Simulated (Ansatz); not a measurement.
# C3H7BO (SMILES CB1OC1C) at 6 levels

Aim: a comparison of 6 runs (HF/3-21G, HF/cc-pVDZ, B3LYP/6-31G*, SVWN5/cc-pVDZ, CCSD(T)/cc-pVDZ) of C3H7BO. 

Program for the calculation: Ansatz 0.2.0.

34 further runs of the same task are left out: 34 set aside as unsound or not needed. Runs told in other sessions of the task aren't counted.

**1. The structure to begin with**

C3H7BO: 12 atoms, total charge 0, spin state singlet. As SMILES, `CB1OC1C`. The C1–B2 distance was set to 2.316 Å, away from the relaxed value. At this shape a bond of the SMILES string is far longer than usual.

Bond lengths: B2–O3 1.335 Å, B2–C4 1.517 Å, O3–C4 1.507 Å, C4–C5 1.497 Å, C1–H6 1.092 Å, C1–H7 1.094 Å, C1–H8 1.094 Å, C4–H9 1.089 Å, C5–H10 1.092 Å, C5–H11 1.094 Å, C5–H12 1.094 Å. Some angles: B2–O3–C4 64.2°, O3–B2–C4 63.4°, B2–C4–O3 52.4°, B2–C4–C5 125.1°, O3–C4–C5 114.6°, B2–C4–H9 119.9°, O3–C4–H9 110.3°, C5–C4–H9 114.4°, C4–C5–H10 111.8°, C4–C5–H11 111.6°. A long bond or contact: C1–B2 2.316 Å.

**2. The energy at HF/3-21G (run 1)**

job.yaml

```yaml
crystal:
  periodic: [false, false, false]
  atoms:
    - {symbol: C, position_ang: [-2.864864, 0.204249, -0.174153]}
    - {symbol: B, position_ang: [-0.616500, 0.286000, 0.375000]}
    - {symbol: O, position_ang: [0.162400, 0.085400, 1.440000]}
    - {symbol: C, position_ang: [0.876400, 0.454200, 0.165400]}
    - {symbol: C, position_ang: [1.795500, -0.603000, -0.363000]}
    - {symbol: H, position_ang: [-3.496564, -0.056151, 0.677047]}
    - {symbol: H, position_ang: [-3.030264, -0.527651, -0.970653]}
    - {symbol: H, position_ang: [-3.192464, 1.167949, -0.575153]}
    - {symbol: H, position_ang: [1.330900, 1.439700, 0.259300]}
    - {symbol: H, position_ang: [1.297300, -1.571500, -0.440800]}
    - {symbol: H, position_ang: [2.679000, -0.722300, 0.271600]}
    - {symbol: H, position_ang: [2.137900, -0.321100, -1.362700]}
basis:
  gaussian:
    orbitals: 3-21G.json
total_charge: 0
hamiltonian:
  xc: hf
accuracy: high
output:
  orbitals: {seedname: orbitals}
```

The basis set 3-21G is read from a file made from the Basis Set Exchange's data (not shown).

Started as:

```sh
$ ansatz run job.yaml --threads 1 --pin off --max-ram 2610MiB --events-out events.jsonl --progress --plain --runs-dir runs
```

What it wrote:

```text
Warning: RAYON_NUM_THREADS=1 ignored (pool sized by the plan → 1); use --threads N
Functional definition: HF
  name "HF"
  exchange = exact_x
  correlation = 0
1404 factors; integrals over basis functions are off by at most 4.7e-9 eV
mean field evaluation 1: about -5872.1422 eV, gradient 3.2e1 eV
mean field evaluation 2: about -5872.5069 eV, gradient 3.2e1 eV
mean field evaluation 4: about -5875.2807 eV, gradient 3.9e0 eV
mean field evaluation 8: about -5875.3419 eV, gradient 2.8e-1 eV
mean field evaluation 16: about -5875.3424 eV, gradient 1.6e-8 eV
mean field -5875.34241841 eV, -215.9148514266 hartree, gradient 3.7e-8 eV, S^2 0.000000; 0 other end points of the search recorded, 0 dependent functions left out
reference -5875.34241841 eV, -215.9148514266 hartree; 19, 19 occupied and 40, 40 virtual orbitals, 1404 factors
Total energy: -5875.34241841 eV, -215.9148514266 hartree
```

Wall time 0.68 s (1 thread of Arm Neoverse V2, shared host); peak memory 0.13 GiB.

**3. The energy at HF/cc-pVDZ (run 2)**

input.yaml

```yaml
crystal:
  periodic: [false, false, false]
  atoms:
    - symbol: C
      position_ang: [-2.864864, 0.204249, -0.174153]
    - symbol: B
      position_ang: [-0.616500, 0.286000, 0.375000]
    - symbol: O
      position_ang: [0.162400, 0.085400, 1.440000]
    - symbol: C
      position_ang: [0.876400, 0.454200, 0.165400]
    - symbol: C
      position_ang: [1.795500, -0.603000, -0.363000]
    - symbol: H
      position_ang: [-3.496564, -0.056151, 0.677047]
    - symbol: H
      position_ang: [-3.030264, -0.527651, -0.970653]
    - symbol: H
      position_ang: [-3.192464, 1.167949, -0.575153]
    - symbol: H
      position_ang: [1.330900, 1.439700, 0.259300]
    - symbol: H
      position_ang: [1.297300, -1.571500, -0.440800]
    - symbol: H
      position_ang: [2.679000, -0.722300, 0.271600]
    - symbol: H
      position_ang: [2.137900, -0.321100, -1.362700]
basis:
  gaussian:
    orbitals: cc-pVDZ
hamiltonian:
  xc: hf
accuracy: high
output:
  orbitals: {seedname: orbitals}
```

Started as:

```sh
$ ansatz run input.yaml --threads 1 --pin off --max-ram 2610MiB --events-out events.jsonl --progress --plain --runs-dir runs
```

What it wrote:

```text
Warning: RAYON_NUM_THREADS=1 ignored (pool sized by the plan → 1); use --threads N
[... 4 set-up lines as earlier in the session ...]
2537 factors; integrals over basis functions are off by at most 6.0e-9 eV
mean field evaluation 1: about -5904.7411 eV, gradient 3.6e1 eV
mean field evaluation 2: about -5904.9093 eV, gradient 3.6e1 eV
mean field evaluation 4: about -5908.5327 eV, gradient 5.0e0 eV
mean field evaluation 8: about -5908.6292 eV, gradient 9.5e-2 eV
mean field evaluation 16: about -5908.6293 eV, gradient 1.1e-8 eV
mean field -5908.62930506 eV, -217.1381219482 hartree, gradient 1.1e-8 eV, S^2 0.000000; 0 other end points of the search recorded, 0 dependent functions left out
reference -5908.62930506 eV, -217.1381219482 hartree; 19, 19 occupied and 86, 86 virtual orbitals, 2537 factors
Total energy: -5908.62930506 eV, -217.1381219482 hartree
```

Run time: 3.9 s. Hardware: 1 thread of Arm Neoverse V2, shared host; peak memory 0.33 GiB.

Runs 3 to 5 aren't shown in full; the table further down has their settings and results.

**4. The energy at CCSD(T)/cc-pVDZ (run 6)**

input.yaml

```yaml
crystal:
  periodic: [false, false, false]
  atoms:
    - {symbol: C, position_ang: [-2.864864, 0.204249, -0.174153]}
    - {symbol: B, position_ang: [-0.616500, 0.286000, 0.375000]}
    - {symbol: O, position_ang: [0.162400, 0.085400, 1.440000]}
    - {symbol: C, position_ang: [0.876400, 0.454200, 0.165400]}
    - {symbol: C, position_ang: [1.795500, -0.603000, -0.363000]}
    - {symbol: H, position_ang: [-3.496564, -0.056151, 0.677047]}
    - {symbol: H, position_ang: [-3.030264, -0.527651, -0.970653]}
    - {symbol: H, position_ang: [-3.192464, 1.167949, -0.575153]}
    - {symbol: H, position_ang: [1.330900, 1.439700, 0.259300]}
    - {symbol: H, position_ang: [1.297300, -1.571500, -0.440800]}
    - {symbol: H, position_ang: [2.679000, -0.722300, 0.271600]}
    - {symbol: H, position_ang: [2.137900, -0.321100, -1.362700]}
basis:
  gaussian:
    orbitals: cc-pVDZ
magnetization:
  spin_polarized: false
correlation:
  method: ccsd_t
  frozen_orbitals: {B: 1, C: 1, H: 0, O: 1}
accuracy: high
scf:
  omitted_lower_state_checks: [cluster_reference, increment]
```

Started as:

```sh
$ ansatz run input.yaml --threads 1 --pin off --max-ram 2610MiB --events-out events.jsonl --progress --plain --runs-dir runs
```

What it wrote, cut to the lines that bear on the results:

```text
Warning: RAYON_NUM_THREADS=1 ignored (pool sized by the plan → 1); use --threads N
[... 2 set-up lines as earlier in the session ...]
[...]
2537 factors; integrals over basis functions are off by at most 6.0e-9 eV
[...]
mean field -5908.62930506 eV, -217.1381219482 hartree, gradient 1.1e-8 eV, S^2 0.000000; 0 other end points of the search recorded, 0 dependent functions left out; unrestricted orbitals would lower it
5 core orbitals not correlated: weight in the atoms' cores, before any rotation towards them, 1.000 or more for the frozen orbitals, at most 0.000 for the correlated occupied ones
reference -5908.62930506 eV, -217.1381219482 hartree; 14, 14 occupied and 86, 86 virtual orbitals, 2537 factors
second order -18.92238391 eV of doubles, -0.00000000 eV of singles
cycle   1  -19.58637589 eV  change   -6.6e-1 eV  update   1.2e-1
[...]
cycle  22  -20.34526736 eV  change   -2.9e-9 eV  update   3.3e-9
perturbative correction -0.70952100 eV, -0.0260744160 hartree
Total energy: -5929.68409343 eV, -217.9118711492 hartree
Checks for a lower state left out: cluster_reference, increment
```

Run time: 53 s. Hardware: 1 thread of Arm Neoverse V2, shared host; peak memory 0.91 GiB.

**5. Overview of the runs**

```csv
run,level,Cartesian functions,frozen core orbitals,energy (Eh),HOMO energy (eV),LUMO energy (eV),HOMO–LUMO gap (eV),wall time
1,HF/3-21G,no,–,-215.914851,-9.83,3.85,13.68,0.68 s
2,HF/cc-pVDZ,no,–,-217.138122,-9.81,3.44,13.25,3.9 s
3,B3LYP/6-31G* (spherical functions),no,–,-218.520601,-6.88,-0.29,6.58,7.2 s
4,B3LYP/6-31G* (Cartesian functions),yes,–,-218.524306,-6.88,-0.30,6.58,7.2 s
5,SVWN5/cc-pVDZ,no,–,-216.576018,-6.22,-1.44,4.78,5.7 s
6,CCSD(T)/cc-pVDZ,no,5,-217.911871,–,–,–,53 s
```

**6. Results**

```
                                          quantity          value
                               run 6: total energy  -217.91187 Eh
run 6: correlation energy (5 core orbitals frozen)     -773.7 mEh
                             run 6: (T) correction     -26.07 mEh
                              run 6: T1 diagnostic          0.015
```

Over runs 1, 2, 3, 4, 5 the HOMO–LUMO gap runs from 4.78 eV (SVWN5/cc-pVDZ) to 13.68 eV (HF/3-21G). The two ends differ in method and basis. Totals of different functionals can't be ranked against each other. In run 6 the log says that unrestricted orbitals would lower the reference, so the values rest on an unstable closed-shell determinant (other closed-shell runs at this shape may share the fault). In all runs a closed-shell determinant meets a far-stretched bond; if it breaks into open shells, such a determinant describes it badly, and no broken-symmetry solution was shown. All runs together took 78 s, the longest 53 s.
